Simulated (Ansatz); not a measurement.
# C3H8AlF2N: the cost of one run

Method: the settings change from run to run; program: Ansatz 0.2.0, Gaussian basis.

### Step 1. The geometry

The structure was relaxed beforehand with PBE0-D4 in a triple-zeta def2 set.

15 atoms, charge 0, spin multiplicity 1.

Atoms are counted from 1 here; the program's logs count them from 0.

Bond lengths: C1–C2 1.522 Å, C1–H8 1.095 Å, C1–H9 1.093 Å, C1–H10 1.092 Å, C2–C3 1.522 Å, C2–N4 1.457 Å, C2–H11 1.096 Å, C3–H12 1.093 Å, C3–H13 1.092 Å, C3–H14 1.095 Å, N4–Al5 1.747 Å, N4–H15 1.011 Å, Al5–F6 1.642 Å, Al5–F7 1.641 Å. Angles: C2–C1–H8 110.4°, C2–C1–H9 111.2°, C2–C1–H10 110.9°, H8–C1–H9 107.8°, H8–C1–H10 108.0°, H9–C1–H10 108.5°, C1–C2–C3 111.2°, C1–C2–N4 111.2°, C1–C2–H11 108.1°, C3–C2–N4 111.2°, C3–C2–H11 108.1°, N4–C2–H11 107.0°, C2–C3–H12 111.2°, C2–C3–H13 110.9°, C2–C3–H14 110.4°, H12–C3–H13 108.5°, H12–C3–H14 107.8°, H13–C3–H14 108.0° and more.

### Step 2. B2PLYP/cc-pVTZ-DK

Options: finite nuclei, high accuracy.

Input file in.yaml:

```yaml
crystal:
  periodic: [false, false, false]
  atoms:
    - {symbol: C, position_ang: [-0.587930, -0.351036, 1.561321]}
    - {symbol: C, position_ang: [0.263125, -0.098523, 0.325558]}
    - {symbol: C, position_ang: [1.051586, -1.340334, -0.063431]}
    - {symbol: N, position_ang: [-0.550568, 0.377451, -0.785895]}
    - {symbol: Al, position_ang: [-0.452380, 1.912016, -1.614294]}
    - {symbol: F, position_ang: [0.663399, 3.027513, -1.160194]}
    - {symbol: F, position_ang: [-1.463489, 2.272013, -2.855759]}
    - {symbol: H, position_ang: [-1.326970, -1.133806, 1.361637]}
    - {symbol: H, position_ang: [0.025473, -0.678627, 2.404390]}
    - {symbol: H, position_ang: [-1.125114, 0.552929, 1.854522]}
    - {symbol: H, position_ang: [0.978207, 0.697901, 0.562248]}
    - {symbol: H, position_ang: [1.685614, -1.680545, 0.759115]}
    - {symbol: H, position_ang: [1.685113, -1.142768, -0.930203]}
    - {symbol: H, position_ang: [0.371213, -2.158495, -0.321341]}
    - {symbol: H, position_ang: [-1.239078, -0.306389, -1.068475]}
basis:
  gaussian: {orbitals: cc-pVTZ-DK, nuclear_model: gaussian}
hamiltonian: {xc: {name: B2PLYP}}
accuracy: high
```

Run with:

```
$ ansatz run in.yaml --threads 4 --pin off --events-out ev --progress --plain --max-ram 11315MiB
```

What time and memory should one allow on 4 threads of Arm Neoverse V1, shared host?

About 46 s, with a peak of 3.5 GiB.
